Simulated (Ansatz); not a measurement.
# TiC: the cost of one run

Program: Ansatz 0.2.0. Level of theory: DFT r2SCAN, scalar-relativistic, plane waves, PAW. These are calculated values, not measurements.

The COD entry's cell or inner coordinates are ideal or old and differ from later refinements, so a difference from it is no clean test against experiment.

1 further run of the same task is left out (set aside as unsound or not needed).

## (1) Starting point

Symmetry: Fm-3m, No. 225, cubic system. Conventional cell: a = 4.328 Å, b = 4.328 Å, c = 4.328 Å, α = 90.00°, β = 90.00°, γ = 90.00°. Ti (site symmetry m-3m) has 6 C at 2.16 Å as nearest neighbours. Around C (site symmetry m-3m) lie 6 Ti at 2.16 Å.

Coordinates:

```
Ti C
1.0
     0.00000    2.16391    2.16391
     2.16391    0.00000    2.16391
     2.16391    2.16391    0.00000
Ti C
1 1
Direct
  0.00000 0.00000 0.00000
  0.50000 0.50000 0.50000
```

This cell was relaxed beforehand with the same method: volume 10.13 Å³/atom, gap on the mesh none (metal).

## (2) Bulk reference on the slab's mesh

The input, input.yaml:

```yaml
crystal:
  lattice:
    - [3.0602254972, 0.0, 0.0]
    - [0.0, 3.0602254972, 0.0]
    - [1.5301127486, 1.5301127486, 2.163906201]
  atoms:
    - { symbol: Ti, position: [0.0, 0.0, 0.0] }
    - { symbol: C, position: [0.5, 0.5, 0.0] }
basis:
  ecutwfc: 500
kpoints:
  mp_grid: { grid: [11, 11, 16] }
hamiltonian:
  xc: r2scan
scf:
  occupations: { method: gaussian, width: 0.1 }
output:
  forces: true
  stress: true
  eigenvalues: true
```

Command:

```bash
$ ansatz run input.yaml --threads 2 --pin off --max-ram 5120MiB --backend cpu --events-out ev --progress --plain --runs-dir out
```

Q: Estimate wall time and peak memory on 2 threads of Intel Xeon at 2.70GHz, shared host.

About 9.9 s, with a peak of 0.53 GiB.
